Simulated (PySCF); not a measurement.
# TeI⁺ (triplet) at other levels of theory

What do other methods print for TeI⁺ (triplet)?

Program: PySCF 2.14.0. Level of theory: each script names its method and basis. These are calculated values, not measurements.

5 further runs of the same task are left out: 1 for a known fault of the program, 4 that didn't finish.

## 1. Starting geometry

TeI⁺ (triplet): 2 atoms, charge 1, spin multiplicity 3.

Bond lengths: Te1–I2 2.457 Å.

## 2. The run that the others are compared with

input.py

```python
from pyscf import gto, scf, mcscf

mol = gto.M(
    atom='Te 0 0 0; I 0 0 2.457',
    basis='sto-3g',
    charge=1,
    spin=2,
    verbose=3,
)
mf = scf.ROHF(mol)
mf.kernel()
mc = mcscf.CASCI(mf, 3, 2)
mc.kernel()
mc.analyze()
mf.dip_moment()
print('orbital energies (hartree):', mf.mo_energy[..., max(0, mol.nelec[1]-3):mol.nelec[0]+3].round(4))
```

The run is started by

```console
$ OMP_NUM_THREADS=1 python input.py
```

## 3. Population analysis

Variant 1 changes step after the SCF: casci → analyze.

input.py

```python
from pyscf import gto, scf

mol = gto.M(
    atom='Te 0 0 0; I 0 0 2.457',
    basis='sto-3g',
    charge=1,
    spin=2,
    verbose=3,
)
mf = scf.ROHF(mol)
mf.kernel()
mf.analyze()
print('orbital energies (hartree):', mf.mo_energy[..., max(0, mol.nelec[1]-3):mol.nelec[0]+3].round(4))
```

## 4. SCF alone

Variant 2 changes step after the SCF: casci → none.

Changes to input.py since step 2:

```diff
@@ -1,2 +1,2 @@
-from pyscf import gto, scf, mcscf
+from pyscf import gto, scf
 
@@ -11,5 +11,2 @@
 mf.kernel()
-mc = mcscf.CASCI(mf, 3, 2)
-mc.kernel()
-mc.analyze()
 mf.dip_moment()
```

## 5. Geometry optimisation

Variant 3 changes step after the SCF: casci → optimize.

input.py

```python
from pyscf import gto, scf
from pyscf.geomopt.geometric_solver import optimize

mol = gto.M(
    atom='Te 0 0 0; I 0 0 2.457',
    basis='sto-3g',
    charge=1,
    spin=2,
    verbose=3,
)
mf = scf.ROHF(mol)
mf.kernel()
mol_eq = optimize(mf, maxsteps=30)
print('optimised geometry (angstrom)')
print(mol_eq.tostring('raw'))
print('orbital energies (hartree):', mf.mo_energy[..., max(0, mol.nelec[1]-3):mol.nelec[0]+3].round(4))
```

## 6. RHF

Variant 4 changes SCF type: ROHF → RHF.

Changes to input.py since step 2:

```diff
@@ -9,3 +9,3 @@
 )
-mf = scf.ROHF(mol)
+mf = scf.RHF(mol)
 mf.kernel()
```

Q: Predict the outcome of this session. Wanted: for each run, E(SCF); from base; after the SCF.

As calculated:

```
                  run  E(SCF) (hartree)  from base (eV)            after the SCF
                 base     -13397.618265               0                      n/a
  population analysis     -13397.618265          0.0000                      n/a
            SCF alone     -13397.618265          0.0000                      n/a
geometry optimisation     -13397.618265          0.0000  bond 2.685 Å, -0.518 eV
                  RHF     -13397.618265          0.0000                      n/a
```

SCF columns refer to the geometry typed in the script.

In words: The SCF energy stays the same, to the digits that matter, with RHF. The dearest run is “geometry optimisation”, at 18 s against 1.3 s.
